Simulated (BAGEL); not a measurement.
**triplet AlHSClF: levels of theory compared**

Aim: a comparison of 5 runs (UHF/STO-3G, UHF/3-21G, ROHF/6-31G*, ROHF/6-311+G**, UHF/6-311+G**) of triplet AlHSClF. 

Program for the calculation: BAGEL 1.2.2.

**1. The molecule**

The species is AlHSClF (5 atoms), meant as a triplet with charge 0. As SMILES of the parent species, `[F][Al]([SH])[Cl]`. The coordinates come from a PBE0-D4/def2-TZVP relaxation. This is one conformer, not always the lowest. That shape belongs to the parent species and isn't relaxed for this state.

Bond lengths: F1–Al2 1.637 Å, Al2–S3 2.155 Å, Al2–Cl4 2.076 Å, S3–H5 1.345 Å. Angles: F1–Al2–S3 118.4°, F1–Al2–Cl4 119.2°, S3–Al2–Cl4 122.4°, Al2–S3–H5 91.8°.

**2. The energy at UHF/STO-3G (density fitting with qzvpp-jkfit) (run 1)**

Input file input.json:

```json
{ "bagel": [

{
  "title": "molecule",
  "basis": "sto-3g",
  "df_basis": "qzvpp-jkfit",
  "angstrom": true,
  "geometry": [
    { "atom": "F", "xyz": [   -1.074800,   -1.532300,    1.120000 ] },
    { "atom": "Al", "xyz": [   -0.434500,   -0.368700,    0.162600 ] },
    { "atom": "S", "xyz": [    1.608200,    0.228100,    0.503500 ] },
    { "atom": "Cl", "xyz": [   -1.607500,    0.476200,   -1.328000 ] },
    { "atom": "H", "xyz": [    1.558300,    1.123100,   -0.499600 ] }
  ]
},
{ "title": "uhf", "nopen": 2 },
{ "title": "print", "file": "orbitals.molden", "orbitals": true }

]}
```

Started as:

```sh
BAGEL_NUM_THREADS=1 BAGEL input.json > input.out
```

The log of the run:

```text
* using 1 threads per process

  ===============================================================
  ===============================================================

  *** Geometry ***

  { "atom" : "F", "xyz" : [     -2.031078,     -2.895627,      2.116493 ] },
  { "atom" : "Al", "xyz" : [     -0.821086,     -0.696742,      0.307269 ] },
  { "atom" : "S", "xyz" : [      3.039058,      0.431047,      0.951477 ] },
  { "atom" : "Cl", "xyz" : [     -3.037735,      0.899888,     -2.509556 ] },
  { "atom" : "H", "xyz" : [      2.944760,      2.122351,     -0.944107 ] },

  Number of auxiliary basis functions:      479

  Since a DF basis is specified, we compute 2- and 3-index integrals:
    o Being stored without compression. Storage requirement is 0.004 GB

  Number of basis functions:       33
  Number of electrons      :       56

    * METHOD: MOLECULE                             0.16

  *** Open-shell HF ***

  === Nuclear Repulsion ===
   245.3793436536

      * DIIS with orbital gradients will be used.

  === UHF iteration (sto-3g) ===
      0      -1185.20938191          0.02425219           0.06
      1      -1185.31314273          0.00730399           0.06
      2      -1185.32178831          0.00197019           0.06
      3      -1185.32308097          0.00077456           0.06
      4      -1185.32361118          0.00019424           0.06
      5      -1185.32365193          0.00003456           0.06
      6      -1185.32365539          0.00000911           0.06
      7      -1185.32365646          0.00000338           0.06
      8      -1185.32365682          0.00000168           0.06
      9      -1185.32365695          0.00000089           0.06
     10      -1185.32365697          0.00000062           0.06
     11      -1185.32365697          0.00000047           0.05
     12      -1185.32365697          0.00000043           0.05
     13      -1185.32365697          0.00000040           0.05
     14      -1185.32365698          0.00000034           0.06
     15      -1185.32365698          0.00000020           0.06
     16      -1185.32365698          0.00000009           0.06
     17      -1185.32365698          0.00000004           0.06
     18      -1185.32365698          0.00000001           0.06
     19      -1185.32365698          0.00000001           0.06
    * SCF iteration converged.

    * S^2 (UHF) is 2.0110

    * Permanent dipole moment:
           (   -2.464780,    -0.287035,    -0.879950) a.u.

    * METHOD: UHF                                  1.31

    * METHOD: PRINT                                0.00

  ===============================================================
```

Wall time 1.6 s (1 thread of Arm Neoverse V2, shared host); peak memory 0.083 GiB.

**3. The energy at UHF/3-21G (density fitting with qzvpp-jkfit) (run 2)**

Input file hf.json:

```json
{ "bagel" : [

{
  "title" : "molecule",
  "basis" : "3-21g",
  "df_basis" : "qzvpp-jkfit",
  "angstrom" : "true",
  "geometry" : [
    { "atom" : "F", "xyz" : [      -1.074800,      -1.532300,       1.120000 ] },
    { "atom" : "Al", "xyz" : [      -0.434500,      -0.368700,       0.162600 ] },
    { "atom" : "S", "xyz" : [       1.608200,       0.228100,       0.503500 ] },
    { "atom" : "Cl", "xyz" : [      -1.607500,       0.476200,      -1.328000 ] },
    { "atom" : "H", "xyz" : [       1.558300,       1.123100,      -0.499600 ] }
  ]
},

{ "title" : "uhf", "nopen" : 2 },

{ "title" : "print", "file" : "orbitals.molden", "orbitals" : "true" }

]}
```

Started as:

```sh
BAGEL_NUM_THREADS=1 BAGEL hf.json > hf.out
```

The log of the run:

```text
* using 1 threads per process

  ===============================================================
  ===============================================================

  *** Geometry ***

  { "atom" : "F", "xyz" : [     -2.031078,     -2.895627,      2.116493 ] },
  { "atom" : "Al", "xyz" : [     -0.821086,     -0.696742,      0.307269 ] },
  { "atom" : "S", "xyz" : [      3.039058,      0.431047,      0.951477 ] },
  { "atom" : "Cl", "xyz" : [     -3.037735,      0.899888,     -2.509556 ] },
  { "atom" : "H", "xyz" : [      2.944760,      2.122351,     -0.944107 ] },

  Number of auxiliary basis functions:      479

  Since a DF basis is specified, we compute 2- and 3-index integrals:
    o Being stored without compression. Storage requirement is 0.010 GB

  Number of basis functions:       50
  Number of electrons      :       56

    * METHOD: MOLECULE                             0.16

  *** Open-shell HF ***

  === Nuclear Repulsion ===
   245.3793436536

      * DIIS with orbital gradients will be used.

  === UHF iteration (3-21g) ===
      0      -1192.72944811          0.04713135           0.11
      1      -1192.85693594          0.03253302           0.11
      2      -1192.89175222          0.02002283           0.10
      3      -1192.91043364          0.00087874           0.10
      4      -1192.91107461          0.00041637           0.10
      5      -1192.91126479          0.00016877           0.11
      6      -1192.91131276          0.00004776           0.10
      7      -1192.91131859          0.00001577           0.10
      8      -1192.91131955          0.00000692           0.10
      9      -1192.91131985          0.00000237           0.09
[... 18 lines of this table left out ...]
     28      -1192.91132003          0.00000003           0.10
     29      -1192.91132003          0.00000002           0.10
     30      -1192.91132003          0.00000001           0.10
     31      -1192.91132003          0.00000001           0.10
    * SCF iteration converged.

    * S^2 (UHF) is 2.0087

    * Permanent dipole moment:
           (   -2.287299,    -0.577481,    -0.427083) a.u.

    * METHOD: UHF                                  3.25

    * METHOD: PRINT                                0.00

  ===============================================================
```

Run time: 3.6 s. Hardware: 1 thread of Arm Neoverse V2, shared host; peak memory 0.083 GiB.

**4. A single-point energy at ROHF/6-31G(d) (density fitting with qzvpp-jkfit, spherical functions) (run 3)**

Input file job.json:

```json
{ "bagel": [

{
  "title": "molecule",
  "basis": "6-31gs.json",
  "df_basis": "qzvpp-jkfit",
  "angstrom": true,
  "geometry": [
    { "atom": "F", "xyz": [      -1.074800,      -1.532300,       1.120000 ] },
    { "atom": "Al", "xyz": [      -0.434500,      -0.368700,       0.162600 ] },
    { "atom": "S", "xyz": [       1.608200,       0.228100,       0.503500 ] },
    { "atom": "Cl", "xyz": [      -1.607500,       0.476200,      -1.328000 ] },
    { "atom": "H", "xyz": [       1.558300,       1.123100,      -0.499600 ] }
  ]
},

{
  "title": "rohf",
  "nopen": 2
},

{
  "title": "print",
  "file": "orbitals.molden",
  "orbitals": true
}

]}
```

The basis set 6-31G* is read from a file made from the Basis Set Exchange's data (not shown).

Started as:

```sh
BAGEL_NUM_THREADS=1 BAGEL job.json > job.out
```

The log of the run:

```text
* using 1 threads per process

  ===============================================================
  ===============================================================

  *** Geometry ***

  { "atom" : "F", "xyz" : [     -2.031078,     -2.895627,      2.116493 ] },
  { "atom" : "Al", "xyz" : [     -0.821086,     -0.696742,      0.307269 ] },
  { "atom" : "S", "xyz" : [      3.039058,      0.431047,      0.951477 ] },
  { "atom" : "Cl", "xyz" : [     -3.037735,      0.899888,     -2.509556 ] },
  { "atom" : "H", "xyz" : [      2.944760,      2.122351,     -0.944107 ] },

  Number of auxiliary basis functions:      479

  Since a DF basis is specified, we compute 2- and 3-index integrals:
    o Being stored without compression. Storage requirement is 0.019 GB

  Number of basis functions:       70
  Number of electrons      :       56

    * METHOD: MOLECULE                             0.23

  *** Open-shell HF ***

  === Nuclear Repulsion ===
   245.3793436536

      * DIIS with orbital gradients will be used.

  === ROHF iteration (6-31gs.json) ===
      0      -1198.67561043          0.03943691           0.15
      1      -1198.81923228          0.02820398           0.12
      2      -1198.86717241          0.01788280           0.14
      3      -1198.89818764          0.00090775           0.15
      4      -1198.89891973          0.00037486           0.15
      5      -1198.89910378          0.00017048           0.16
      6      -1198.89916520          0.00007664           0.15
      7      -1198.89917888          0.00003199           0.15
      8      -1198.89917968          0.00001318           0.13
      9      -1198.89917925          0.00000677           0.12
[... 23 lines of this table left out ...]
     33      -1198.89917945          0.00000005           0.15
     34      -1198.89917946          0.00000003           0.15
     35      -1198.89917946          0.00000002           0.15
     36      -1198.89917946          0.00000001           0.15
    * SCF iteration converged.

    * S^2 (ROHF) is 2.0000

    * Permanent dipole moment:
           (   -2.278250,    -0.726566,    -0.315271) a.u.

    * METHOD: ROHF                                 5.62

    * METHOD: PRINT                                0.01

  ===============================================================
```

It took 6 s on 1 thread of Arm Neoverse V2, shared host; peak memory 0.1 GiB.

Run 4 isn't shown in full; the table further down has it.

**5. The energy at UHF/6-311+G(d,p) (density fitting with qzvpp-jkfit) (run 5)**

Input file calc.json:

```json
{ "bagel" : [

{
  "title" : "molecule",
  "basis" : "6-311+gss.json",
  "df_basis" : "qzvpp-jkfit",
  "angstrom" : true,
  "geometry" : [
    { "atom" : "F", "xyz" : [      -1.074800,      -1.532300,       1.120000 ] },
    { "atom" : "Al", "xyz" : [      -0.434500,      -0.368700,       0.162600 ] },
    { "atom" : "S", "xyz" : [       1.608200,       0.228100,       0.503500 ] },
    { "atom" : "Cl", "xyz" : [      -1.607500,       0.476200,      -1.328000 ] },
    { "atom" : "H", "xyz" : [       1.558300,       1.123100,      -0.499600 ] }
  ]
},

{ "title" : "uhf", "nopen" : 2 },

{ "title" : "print", "file" : "orbitals.molden", "orbitals" : true }

]}
```

The basis set 6-311+G** is read from a file made from the Basis Set Exchange's data (not shown).

Started as:

```sh
BAGEL_NUM_THREADS=1 BAGEL calc.json > calc.out
```

The log of the run:

```text
* using 1 threads per process

  ===============================================================
  ===============================================================

  *** Geometry ***

  { "atom" : "F", "xyz" : [     -2.031078,     -2.895627,      2.116493 ] },
  { "atom" : "Al", "xyz" : [     -0.821086,     -0.696742,      0.307269 ] },
  { "atom" : "S", "xyz" : [      3.039058,      0.431047,      0.951477 ] },
  { "atom" : "Cl", "xyz" : [     -3.037735,      0.899888,     -2.509556 ] },
  { "atom" : "H", "xyz" : [      2.944760,      2.122351,     -0.944107 ] },

  Number of auxiliary basis functions:      479

  Since a DF basis is specified, we compute 2- and 3-index integrals:
    o Being stored without compression. Storage requirement is 0.053 GB

  Number of basis functions:      118
  Number of electrons      :       56

    * METHOD: MOLECULE                             0.22

  *** Open-shell HF ***

  === Nuclear Repulsion ===
   245.3793436536

      * DIIS with orbital gradients will be used.

  === UHF iteration (6-311+gss.json) ===
      0      -1198.69597349          0.04711668           0.30
      1      -1198.86642878          0.03954229           0.29
      2      -1198.94969203          0.02638792           0.24
      3      -1199.01764420          0.00117655           0.29
      4      -1199.01898898          0.00056580           0.29
      5      -1199.01939399          0.00024827           0.29
      6      -1199.01956247          0.00011547           0.22
      7      -1199.01962520          0.00005624           0.29
      8      -1199.01963772          0.00002260           0.29
      9      -1199.01964065          0.00001657           0.29
[... 27 lines of this table left out ...]
     37      -1199.01964670          0.00000003           0.30
     38      -1199.01964670          0.00000002           0.30
     39      -1199.01964670          0.00000001           0.30
     40      -1199.01964670          0.00000001           0.24
    * SCF iteration converged.

    * S^2 (UHF) is 2.0138

    * Permanent dipole moment:
           (   -2.007804,    -0.780707,    -0.126260) a.u.

    * METHOD: UHF                                 11.72

    * METHOD: PRINT                                0.02

  ===============================================================
```

Run time: 12 s. Hardware: 1 thread of Arm Neoverse V2, shared host; peak memory 0.16 GiB.

**6. The series**

```csv
run,level,energy (Eh),dipole moment (D),⟨S²⟩,wall time
1,UHF/STO-3G (density fitting with qzvpp-jkfit),-1185.323657,6.69,2.011,1.6 s
2,UHF/3-21G (density fitting with qzvpp-jkfit),-1192.911320,6.09,2.009,3.6 s
3,"ROHF/6-31G* (density fitting with qzvpp-jkfit, spherical functions)",-1198.899179,6.13,2.000,6 s
4,ROHF/6-311+G** (density fitting with qzvpp-jkfit),-1199.014260,5.41,2.000,11 s
5,UHF/6-311+G** (density fitting with qzvpp-jkfit),-1199.019647,5.48,2.014,12 s
```

**7. Outcome**

```
            quantity           value
 run 5: total energy  -1199.01965 Eh
run 5: dipole moment          5.48 D
         run 5: ⟨S²⟩           2.014
```

The dipole moment (its size) runs from 5.41 D (ROHF/6-311+G**) to 6.69 D (UHF/STO-3G). The two ends differ in method and basis. In run 1 the basis is minimal, so the values are rough. All runs together took 34 s, the longest 12 s.
